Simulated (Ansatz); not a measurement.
# C3H9BO3 (trimethyl borate): PBE/6-31G(d) (spherical functions)

Aim: the energy change on altering one bond length of C3H9BO3 (trimethyl borate) at PBE/6-31G* (spherical functions), from 2 runs. 

The results are computed with Ansatz 0.2.0.

53 further runs of the same task are left out: 53 set aside as unsound or not needed.

## Step 1: Starting point

C3H9BO3: 16 atoms, total charge 0, spin state singlet. As SMILES, `COB(OC)OC`. The coordinates come from a PBE0-D4/def2-TZVP relaxation.

Bond lengths: C1–O2 1.412 Å, O2–B3 1.363 Å, B3–O4 1.363 Å, O4–C5 1.412 Å, B3–O6 1.363 Å, O6–C7 1.412 Å, C1–H8 1.093 Å, C1–H9 1.093 Å, C1–H10 1.090 Å, C5–H11 1.093 Å, C5–H12 1.093 Å, C5–H13 1.090 Å, C7–H14 1.093 Å, C7–H15 1.093 Å, C7–H16 1.090 Å. Some angles: C1–O2–B3 120.2°, O2–B3–O4 120.0°, O2–B3–O6 120.0°, O4–B3–O6 120.0°, B3–O4–C5 120.2°, B3–O6–C7 120.2°, O2–C1–H8 111.3°, O2–C1–H9 111.3°, O2–C1–H10 107.6°, O4–C5–H11 111.3°.

## Step 2: The energy at PBE/6-31G(d) (spherical functions)

The input, in.yaml:

```yaml
basis:
  gaussian: {orbitals: 6-31G_st_-spherical.json}
crystal:
  periodic: [false, false, false]
  atoms:
    - symbol: C
      position_ang: [0.495720, -0.646730, -2.262610]
    - symbol: O
      position_ang: [-0.175840, 0.182850, -1.338690]
    - symbol: B
      position_ang: [0.000140, 0.000100, 0.000000]
    - symbol: O
      position_ang: [0.825800, -0.985800, 0.450290]
    - symbol: C
      position_ang: [1.010960, -1.178550, 1.836440]
    - symbol: O
      position_ang: [-0.650070, 0.802840, 0.888440]
    - symbol: C
      position_ang: [-1.506700, 1.825270, 0.426170]
    - symbol: H
      position_ang: [1.580410, -0.565040, -2.153520]
    - symbol: H
      position_ang: [0.214930, -1.695090, -2.131270]
    - symbol: H
      position_ang: [0.211110, -0.322610, -3.263990]
    - symbol: H
      position_ang: [1.432620, -0.286900, 2.307940]
    - symbol: H
      position_ang: [0.066710, -1.416360, 2.333400]
    - symbol: H
      position_ang: [1.702440, -2.011880, 1.963760]
    - symbol: H
      position_ang: [-0.965900, 2.546210, -0.192620]
    - symbol: H
      position_ang: [-2.330740, 1.415550, -0.163930]
    - symbol: H
      position_ang: [-1.911590, 2.336140, 1.300180]
hamiltonian: {xc: pbe}
accuracy: high
output: {orbitals: {seedname: orbitals}}
```

The basis set 6-31G* is read from a file made from the Basis Set Exchange's data (not shown).

Run with:

```sh
$ ansatz run in.yaml --threads 1 --pin off --max-ram 3480MiB --events-out events.jsonl --progress --plain --runs-dir runs
```

The program printed:

```text
Warning: RAYON_NUM_THREADS=1 ignored (pool sized by the plan → 1); use --threads N
Functional definition: PBE
  name "PBE"
  parameter kappa = 0.804
  parameter beta = 0.06672455060314922
  exchange = pbe_x(kappa = kappa, mu = beta*pi^2/3)
  correlation = pbe_c(beta = beta)
2909 factors; integrals over basis functions are off by at most 6.4e-9 eV
mean field evaluation 1: about -10054.1458 eV, gradient 7.5e1 eV
mean field evaluation 2: about -10039.0164 eV, gradient 1.2e2 eV
mean field evaluation 4: about -10065.8673 eV, gradient 4.8e0 eV
mean field evaluation 8: about -10065.9043 eV, gradient 2.8e-1 eV
mean field evaluation 16: about -10065.9045 eV, gradient 1.8e-5 eV
mean field -10065.90447594 eV, -369.9151665755 hartree, gradient 9.2e-8 eV, S^2 0.000000; 0 other end points of the search recorded, 0 dependent functions left out
reference -10065.90447898 eV, -369.9151666874 hartree; 28, 28 occupied and 88, 88 virtual orbitals, 2909 factors
Total energy: -10065.90447898 eV, -369.9151666874 hartree
```

It took 13 s on 1 thread of Arm Neoverse V2, shared host; peak memory 0.4 GiB.

## Step 3: The distorted shape at the same level

The input, in.yaml:

```yaml
crystal:
  periodic: [false, false, false]
  atoms:
    - {symbol: C, position_ang: [0.837245, -1.035667, -1.060977]}
    - {symbol: O, position_ang: [0.165685, -0.206087, -0.137057]}
    - {symbol: B, position_ang: [0.341665, -0.388837, 1.201633]}
    - {symbol: O, position_ang: [1.167325, -1.374737, 1.651923]}
    - {symbol: C, position_ang: [1.352485, -1.567487, 3.038073]}
    - {symbol: O, position_ang: [-0.308545, 0.413903, 2.090073]}
    - {symbol: C, position_ang: [-1.165175, 1.436333, 1.627803]}
    - {symbol: H, position_ang: [1.921935, -0.953977, -0.951887]}
    - {symbol: H, position_ang: [0.556455, -2.084027, -0.929637]}
    - {symbol: H, position_ang: [0.211110, -0.322610, -3.263990]}
    - {symbol: H, position_ang: [1.774145, -0.675837, 3.509573]}
    - {symbol: H, position_ang: [0.408235, -1.805297, 3.535033]}
    - {symbol: H, position_ang: [2.043965, -2.400817, 3.165393]}
    - {symbol: H, position_ang: [-0.624375, 2.157273, 1.009013]}
    - {symbol: H, position_ang: [-1.989215, 1.026613, 1.037703]}
    - {symbol: H, position_ang: [-1.570065, 1.947203, 2.501813]}
basis:
  gaussian:
    orbitals: 6-31G_st_-spherical.json
hamiltonian:
  xc: {name: PBE}
accuracy: high
output: {orbitals: {seedname: orbitals}}
```

The basis set 6-31G* is read from a file made from the Basis Set Exchange's data (not shown).

Run with:

```sh
$ ansatz run in.yaml --threads 1 --pin off --max-ram 3480MiB --events-out events.jsonl --progress --plain --runs-dir runs
```

The program printed:

```text
Warning: RAYON_NUM_THREADS=1 ignored (pool sized by the plan → 1); use --threads N
[... 6 set-up lines as earlier in the session ...]
2910 factors; integrals over basis functions are off by at most 6.6e-9 eV
mean field evaluation 1: about -10045.7529 eV, gradient 8.0e1 eV
mean field evaluation 2: about -10016.9020 eV, gradient 1.3e2 eV
mean field evaluation 4: about -10060.6863 eV, gradient 1.7e1 eV
mean field evaluation 8: about -10061.5127 eV, gradient 2.1e-1 eV
mean field evaluation 16: about -10061.4991 eV, gradient 9.4e-4 eV
mean field -10061.49912178 eV, -369.7532727962 hartree, gradient 7.2e-8 eV, S^2 0.000000; 0 other end points of the search recorded, 0 dependent functions left out
reference -10061.49912505 eV, -369.7532729164 hartree; 28, 28 occupied and 88, 88 virtual orbitals, 2910 factors
Total energy: -10061.49912505 eV, -369.7532729164 hartree
```

It took 13 s on 1 thread of Arm Neoverse V2, shared host; peak memory 0.4 GiB.

## Step 4: Outcome

Level: PBE/6-31G* (spherical functions).

| quantity | value |
| --- | --- |
| first shape: total energy | -369.91517 Eh |
| first shape: HOMO energy | -6.15 eV |
| first shape: LUMO energy | 1.58 eV |
| first shape: HOMO–LUMO gap | 7.73 eV |
| distorted shape: total energy | -369.75327 Eh |
| distorted shape: HOMO energy | -5.68 eV |
| distorted shape: LUMO energy | -3.34 eV |
| distorted shape: HOMO–LUMO gap | 2.34 eV |
| energy change with the C1–H10 bond stretched from 1.090 to 2.399 Å | 4.405 eV |

With the C1–H10 bond stretched from 1.090 to 2.399 Å the energy rises by 4.41 eV (102 kcal/mol). The first shape isn't relaxed at this level, so the change isn't measured from a minimum.
